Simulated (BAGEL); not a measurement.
# CH7GaSi (SMILES [CH3][GaH][SiH3]) at HF/3-21G (density fitting with cc-pvqz-jkfit)

Aim: the energy change on altering one bond length of CH7GaSi at HF/3-21G (density fitting with cc-pvqz-jkfit), from 2 runs. 

The calculation is run with BAGEL 1.2.2.

3 further runs of the same task are left out: 3 that didn't finish.

### 1 The molecule

CH7GaSi: 10 atoms, total charge 0, spin state singlet. As SMILES, `[CH3][GaH][SiH3]`. The coordinates come from a PBE0-D4/def2-TZVP relaxation.

Bond lengths: C1–Ga2 1.971 Å, Ga2–Si3 2.419 Å, C1–H4 1.090 Å, C1–H5 1.094 Å, C1–H6 1.093 Å, Ga2–H7 1.578 Å, Si3–H8 1.492 Å, Si3–H9 1.489 Å, Si3–H10 1.492 Å. Some angles: C1–Ga2–Si3 120.8°, C1–Ga2–H7 118.1°, Si3–Ga2–H7 121.0°, Ga2–C1–H4 113.1°, Ga2–C1–H5 109.2°, Ga2–C1–H6 110.1°, Ga2–Si3–H8 110.2°, Ga2–Si3–H9 114.2°, Ga2–Si3–H10 110.2°, H4–C1–H5 108.5°.

### 2 A single-point energy at HF/3-21G (density fitting with cc-pvqz-jkfit)

input.json

```json
{ "bagel" : [

{
  "title" : "molecule",
  "basis" : "3-21g",
  "df_basis" : "cc-pvqz-jkfit",
  "angstrom" : "true",
  "geometry" : [
    { "atom" : "C", "xyz" : [      -1.123300,       1.394100,      -0.619200 ] },
    { "atom" : "Ga", "xyz" : [       0.561500,       0.659300,       0.093300 ] },
    { "atom" : "Si", "xyz" : [       0.786700,      -1.705300,       0.550700 ] },
    { "atom" : "H", "xyz" : [      -1.924300,       0.656600,      -0.670400 ] },
    { "atom" : "H", "xyz" : [      -0.947000,       1.785400,      -1.626000 ] },
    { "atom" : "H", "xyz" : [      -1.454200,       2.236500,      -0.005700 ] },
    { "atom" : "H", "xyz" : [       1.759600,       1.654600,       0.346000 ] },
    { "atom" : "H", "xyz" : [       0.531000,      -2.496200,      -0.688800 ] },
    { "atom" : "H", "xyz" : [       2.125000,      -2.100900,       1.069700 ] },
    { "atom" : "H", "xyz" : [      -0.231700,      -2.135100,       1.553300 ] }
  ]
},

{ "title" : "hf" },

{ "title" : "print", "file" : "orbitals.molden", "orbitals" : "true" }

]}
```

Run with:

```sh
$ BAGEL_NUM_THREADS=1 BAGEL input.json > input.out
```

Standard output:

```text
* using 1 threads per process

  ===============================================================
  ===============================================================

  *** Geometry ***

  { "atom" : "C", "xyz" : [     -2.122729,      2.634467,     -1.170118 ] },
  { "atom" : "Ga", "xyz" : [      1.061081,      1.245896,      0.176311 ] },
  { "atom" : "Si", "xyz" : [      1.486648,     -3.222550,      1.040672 ] },
  { "atom" : "H", "xyz" : [     -3.636400,      1.240794,     -1.266872 ] },
  { "atom" : "H", "xyz" : [     -1.789571,      3.373917,     -3.072695 ] },
  { "atom" : "H", "xyz" : [     -2.748040,      4.226372,     -0.010771 ] },
  { "atom" : "H", "xyz" : [      3.325162,      3.126741,      0.653845 ] },
  { "atom" : "H", "xyz" : [      1.003445,     -4.717134,     -1.301643 ] },
  { "atom" : "H", "xyz" : [      4.015668,     -3.970126,      2.021440 ] },
  { "atom" : "H", "xyz" : [     -0.437850,     -4.034754,      2.935312 ] },

  Number of auxiliary basis functions:      829

  Since a DF basis is specified, we compute 2- and 3-index integrals:
    o Being stored without compression. Storage requirement is 0.022 GB

  Number of basis functions:       58
  Number of electrons      :       58

    * METHOD: MOLECULE                             0.91

  *** RHF ***

  === Nuclear Repulsion ===
   238.5830285650

      * DIIS with orbital gradients will be used.

  === RHF iteration (3-21g) ===
      0      -2242.86322944          0.01461146           0.14
      1      -2242.92345434          0.00550127           0.14
      2      -2242.93275093          0.00114579           0.14
      3      -2242.93349145          0.00010417           0.16
      4      -2242.93350445          0.00002507           0.16
      5      -2242.93350496          0.00000699           0.16
      6      -2242.93350500          0.00000159           0.14
      7      -2242.93350500          0.00000020           0.18
      8      -2242.93350500          0.00000005           0.13
      9      -2242.93350500          0.00000002           0.13
     10      -2242.93350500          0.00000000           0.13
    * SCF iteration converged.

    * Permanent dipole moment:
           (    0.206536,    -0.389440,     0.136218) a.u.

    * METHOD: HF                                   1.97

    * METHOD: PRINT                                0.01

  ===============================================================
```

Run time: 3.3 s. Hardware: 1 thread of Intel Xeon Platinum 8259CL at 2.50GHz (Skylake/Cascade Lake), shared host; peak memory 0.14 GiB.

### 3 The distorted shape, same level

hf.json

```json
{ "bagel" : [

{
  "title" : "molecule",
  "basis" : "3-21g",
  "df_basis" : "cc-pvqz-jkfit",
  "angstrom" : "true",
  "geometry" : [
    { "atom" : "C", "xyz" : [   -1.024034,    1.141391,   -0.803242 ] },
    { "atom" : "Ga", "xyz" : [    0.660766,    0.406591,   -0.090742 ] },
    { "atom" : "Si", "xyz" : [    0.885966,   -1.958009,    0.366658 ] },
    { "atom" : "H", "xyz" : [   -1.825034,    0.403891,   -0.854442 ] },
    { "atom" : "H", "xyz" : [   -0.847734,    1.532691,   -1.810042 ] },
    { "atom" : "H", "xyz" : [   -1.454200,    2.236500,   -0.005700 ] },
    { "atom" : "H", "xyz" : [    1.858866,    1.401891,    0.161958 ] },
    { "atom" : "H", "xyz" : [    0.630266,   -2.748909,   -0.872842 ] },
    { "atom" : "H", "xyz" : [    2.224266,   -2.353609,    0.885658 ] },
    { "atom" : "H", "xyz" : [   -0.132434,   -2.387809,    1.369258 ] }
  ]
},
{ "title" : "hf", "charge" : 0 },
{ "title" : "print", "file" : "orbitals.molden", "orbitals" : "true" }

]}
```

Run with:

```sh
$ BAGEL_NUM_THREADS=1 BAGEL hf.json > hf.out
```

Standard output:

```text
* using 1 threads per process

  ===============================================================
  ===============================================================

  *** Geometry ***

  { "atom" : "C", "xyz" : [     -1.935144,      2.156916,     -1.517907 ] },
  { "atom" : "Ga", "xyz" : [      1.248667,      0.768346,     -0.171478 ] },
  { "atom" : "Si", "xyz" : [      1.674233,     -3.700101,      0.692883 ] },
  { "atom" : "H", "xyz" : [     -3.448814,      0.763243,     -1.614661 ] },
  { "atom" : "H", "xyz" : [     -1.601985,      2.896366,     -3.420484 ] },
  { "atom" : "H", "xyz" : [     -2.748040,      4.226372,     -0.010771 ] },
  { "atom" : "H", "xyz" : [      3.512748,      2.649190,      0.306056 ] },
  { "atom" : "H", "xyz" : [      1.191030,     -5.194685,     -1.649432 ] },
  { "atom" : "H", "xyz" : [      4.203254,     -4.447676,      1.673651 ] },
  { "atom" : "H", "xyz" : [     -0.250264,     -4.512305,      2.587523 ] },

  Number of auxiliary basis functions:      829

  Since a DF basis is specified, we compute 2- and 3-index integrals:
    o Being stored without compression. Storage requirement is 0.022 GB

  Number of basis functions:       58
  Number of electrons      :       58

    * METHOD: MOLECULE                             0.93

  *** RHF ***

  === Nuclear Repulsion ===
   237.1868728832

      * DIIS with orbital gradients will be used.

  === RHF iteration (3-21g) ===
      0      -2242.82702191          0.01389042           0.14
      1      -2242.88264030          0.00547922           0.13
      2      -2242.89197460          0.00129101           0.13
      3      -2242.89279943          0.00010227           0.13
      4      -2242.89281045          0.00002119           0.13
      5      -2242.89281084          0.00000576           0.13
      6      -2242.89281087          0.00000176           0.15
      7      -2242.89281087          0.00000040           0.13
      8      -2242.89281087          0.00000013           0.13
      9      -2242.89281087          0.00000004           0.13
     10      -2242.89281087          0.00000001           0.13
     11      -2242.89281087          0.00000000           0.13
    * SCF iteration converged.

    * Permanent dipole moment:
           (    0.155459,    -0.272578,     0.204463) a.u.

    * METHOD: HF                                   1.86

    * METHOD: PRINT                                0.01

  ===============================================================
```

It took 3.3 s on 1 thread of Intel Xeon Platinum 8259CL at 2.50GHz (Skylake/Cascade Lake), shared host; peak memory 0.14 GiB.

### 4 Summary of results

Level: HF/3-21G (density fitting with cc-pvqz-jkfit).

```
                                                         quantity           value
                                        first shape: total energy  -2242.93350 Eh
                                       first shape: dipole moment          1.17 D
                                         first shape: HOMO energy        -9.75 eV
                                         first shape: LUMO energy         1.05 eV
                                       first shape: HOMO–LUMO gap        10.81 eV
                                    distorted shape: total energy  -2242.89281 Eh
                                   distorted shape: dipole moment          0.95 D
                                     distorted shape: HOMO energy        -9.76 eV
                                     distorted shape: LUMO energy         1.03 eV
                                   distorted shape: HOMO–LUMO gap        10.79 eV
energy change with the C1–H6 bond stretched from 1.093 to 1.421 Å        1.107 eV
```

With the C1–H6 bond stretched from 1.093 to 1.421 Å the energy rises by 1.11 eV (107 kJ/mol). The first shape isn't relaxed at this level, so the change isn't measured from a minimum.
